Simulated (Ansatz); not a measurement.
# BClH5NS: the cost of one run

Method: RKS PBE/6-31G*, in Ansatz 0.2.0.

## Step 1: Starting point

Bond lengths: N2–H3 1.060 Å, N2–H4 1.060 Å, B1–Cl5 1.860 Å, B1–H6 1.190 Å, B1–S7 2.190 Å, S7–H8 1.400 Å, N2–H9 1.150 Å, S7–H9 1.419 Å. Angles: H3–N2–H4 120.0°, H3–N2–H9 89.8°, H4–N2–H9 97.4°, Cl5–B1–H6 120.0°, Cl5–B1–S7 88.6°, H6–B1–S7 109.9°, B1–S7–H8 109.5°, B1–S7–H9 67.0°, H8–S7–H9 130.5°, N2–H9–S7 138.5°.

As a file:

```xyz
9

B     0.0000    0.0000    0.0000
N     0.0000    0.0000    1.9000
H    -0.8770   -0.2713    2.4300
H     0.8770    0.2713    2.4300
Cl    1.6108    0.0000   -0.9300
H    -1.0305    0.0000   -0.5950
S     0.4606   -2.0266    0.6906
H    -0.4166   -2.9363    0.0881
H     0.2528   -1.1123    1.7562
```

## Step 2: Pulling towards end A

Springs on the bonds that form and break draw the guess towards this end; the thresholds are loose.

Input file input.yaml:

```yaml
crystal:
  periodic: [false, false, false]
  atoms:
    - { symbol: B, position_ang: [0.0, 0.0, 0.0] }
    - { symbol: "N", position_ang: [0.0, 0.0, 1.9] }
    - { symbol: H, position_ang: [-0.877, -0.2713, 2.43] }
    - { symbol: H, position_ang: [0.877, 0.2713, 2.43] }
    - { symbol: Cl, position_ang: [1.6108, 0.0, -0.93] }
    - { symbol: H, position_ang: [-1.0305, 0.0, -0.595] }
    - { symbol: S, position_ang: [0.4606, -2.0266, 0.6906] }
    - { symbol: H, position_ang: [-0.4166, -2.9363, 0.0881] }
    - { symbol: H, position_ang: [0.2528, -1.1123, 1.7562] }
basis:
  gaussian: { orbitals: "6-31G*" }
hamiltonian:
  xc: pbe
relax:
  f_tol: 0.15
  max_steps: 25
  restrain:
    - { distance: [0, 6], at: 3.09, k: 30.0 }
    - { distance: [8, 1], at: 2.26, k: 30.0 }
    - { distance: [0, 1], at: 1.55, k: 30.0 }
    - { distance: [8, 6], at: 1.4, k: 30.0 }
```

Launch:

```bash
ansatz run input.yaml --threads 1 --pin off --max-ram 2048MiB --backend cpu --events-out ev --progress --plain --runs-dir out
```

**Question.** How long does this run take on 1 thread of Arm Neoverse V1, shared host, and how much memory does it need?

About 29 s, with a peak of 0.14 GiB.
